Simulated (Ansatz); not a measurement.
**CH4BClO: molecular dynamics**

Aim: follow the molecule's vibrations and see whether its bonds hold. The start is relaxed first. Runs: 500 steps of 0.5 fs under a Langevin thermostat at 300 K. SMILES of the start: CB(O)Cl.

Program: Ansatz 0.2.0. Level of theory: RKS PBE0-D4/6-31G. These are calculated values, not measurements.

## Step 1: The structure to begin with

Bond lengths: B1–O2 1.410 Å, O2–H3 1.010 Å, B1–Cl4 1.860 Å, B1–C5 1.600 Å, C5–H6 1.110 Å, C5–H7 1.110 Å, C5–H8 1.110 Å. Angles: B1–O2–H3 109.5°, O2–B1–Cl4 120.0°, O2–B1–C5 120.0°, Cl4–B1–C5 120.0°, B1–C5–H6 109.5°, B1–C5–H7 109.5°, B1–C5–H8 109.5°, H6–C5–H7 109.4°, H6–C5–H8 109.4°, H7–C5–H8 109.4°.

Structure file:

```xyz
8

B     0.0000    0.0000    0.0000
O     0.0000    0.0000    1.4100
H    -0.9095   -0.2814    1.7471
Cl    1.6108    0.0000   -0.9300
C    -1.3856    0.0000   -0.8000
H    -1.9458   -0.9305   -0.5708
H    -1.9898    0.8797   -0.4946
H    -1.1839    0.0508   -1.8903
```

## Step 2: Preparing the start

input.yaml reads:

```yaml
crystal:
  periodic: [false, false, false]
  atoms:
    - { symbol: B, position_ang: [0.0, 0.0, 0.0] }
    - { symbol: O, position_ang: [0.0, 0.0, 1.41] }
    - { symbol: H, position_ang: [-0.9095, -0.2814, 1.7471] }
    - { symbol: Cl, position_ang: [1.6108, 0.0, -0.93] }
    - { symbol: C, position_ang: [-1.3856, 0.0, -0.8] }
    - { symbol: H, position_ang: [-1.9458, -0.9305, -0.5708] }
    - { symbol: H, position_ang: [-1.9898, 0.8797, -0.4946] }
    - { symbol: H, position_ang: [-1.1839, 0.0508, -1.8903] }
basis:
  gaussian: { orbitals: "6-31G" }
hamiltonian:
  xc: pbe0
  dispersion: d4
relax:
  f_tol: 0.02
  max_steps: 40
```

Started as:

```sh
$ ansatz run input.yaml --threads 1 --pin off --max-ram 2048MiB --backend cpu --events-out ev --progress --plain --runs-dir out
```

After this run come: Dynamics.

Q: Predict the outcome of this session. Wanted: relaxation of the start; temperature, first and last step; temperature, second half; potential energy, second half; bonds formed or broken.

The runs gave:

| quantity | value |
| --- | --- |
| relaxation of the start | 20 moves, 0.253 eV lower |
| length | 500 steps of 0.5 fs |
| temperature, first and last step | 262 and 229 K |
| temperature, second half | mean 258 K, from 125 to 374 K |
| potential energy, second half | +24 meV/atom from the start |
| bonds formed or broken | 0 |

In words: Against a set 300 K the second half averages 258 K with a spread of 58 K. The bonding pattern survives the run. Averages from a run of 250 fs with 8 atoms are rough. The nuclei move classically, without zero-point motion, which matters most for hydrogen. The basis is very small, so the numbers are rough.
